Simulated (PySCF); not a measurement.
**The bond of BeTl+, level by level**

The task here is to estimate one member of a computed series from the others.

The runs use PySCF 2.14.0; Be aug-cc-pVDZ, Tl aug-cc-pVDZ-PP with ECP60, scalar-relativistic core potentials.

Set-up of the first run:

A driver script around PySCF takes these settings:

- atoms: Be, Tl
- charge: 1
- basis: Be aug-cc-pVDZ, Tl aug-cc-pVDZ-PP with ECP60
- Hamiltonian: scalar-relativistic core potentials
- basis functions: 55
- electrons treated: 24
- masses in u: 9.0122, 204.9744
- levels: PBE0, PBE, r²SCAN, TPSSh, B2PLYP, PW91, HF, MP2, SCS-MP2, CCSD, CCSD(T)
- grid: 80 radial by 434 angular points
- occupations: held fixed by the projection of orbital angular momentum
- dissociation limit: Be + Tl+, each in its ground configuration
- starting distance in angstrom: 2.490
- values of 2S to try: 0, 2

Run with:

```
$ OMP_NUM_THREADS=1 python dia.py task.json out
```

Steps of the session up to this table: The job; First curve: PBE0; Other states along the same grid; PBE; r²SCAN (meta-GGA); TPSSh; B2PLYP (double hybrid); PW91; RHF; Adding correlation.

One table of the session follows, with a row left open; its other results are not shown here.

Energy (eV) from each level's lowest point:

| R (Å) | RHF | RHF-MP2 | RHF-SCS-MP2 | RHF-CCSD | RHF-CCSD(T) |
| --- | --- | --- | --- | --- | --- |
| 2.645 | 0.361 | 0.204 | 0.240 | n/a | n/a |
| 2.768 | 0.218 | 0.102 | 0.129 | 0.123 | 0.109 |
| 2.891 | 0.122 | 0.042 | 0.059 | 0.057 | 0.047 |
| 2.984 | 0.073 | 0.016 | 0.027 | 0.027 | 0.020 |
| 3.076 | ? | ? | ? | ? | ? |
| 3.168 | 0.018 | 0.000 | 0.000 | 0.000 | 0.000 |
| 3.291 | 0.003 | 0.007 | 0.000 | 0.000 | 0.003 |
| 3.445 | 0.000 | 0.028 | 0.014 | 0.011 | 0.018 |
| 3.630 | 0.011 | 0.062 | 0.041 | 0.035 | 0.045 |
| 3.876 | 0.039 | 0.114 | 0.085 | n/a | n/a |

**Question.** Estimate the row for R (Å) = 3.076.

Worked estimate for «RHF». A straight line through the neighbours (2.984, 0.073) and (3.168, 0.018) gives 0.073 + (0.018 − 0.073) × (3.076 − 2.984) / (3.168 − 2.984) = 0.045; a parabola fitted to 4 rows on both sides gives 0.040.

The run gave: RHF: 0.040; RHF-MP2: 0.003; RHF-SCS-MP2: 0.009; RHF-CCSD: 0.009; RHF-CCSD(T): 0.006. In «RHF» the line misses by +0.005 and the parabola by 0.000.
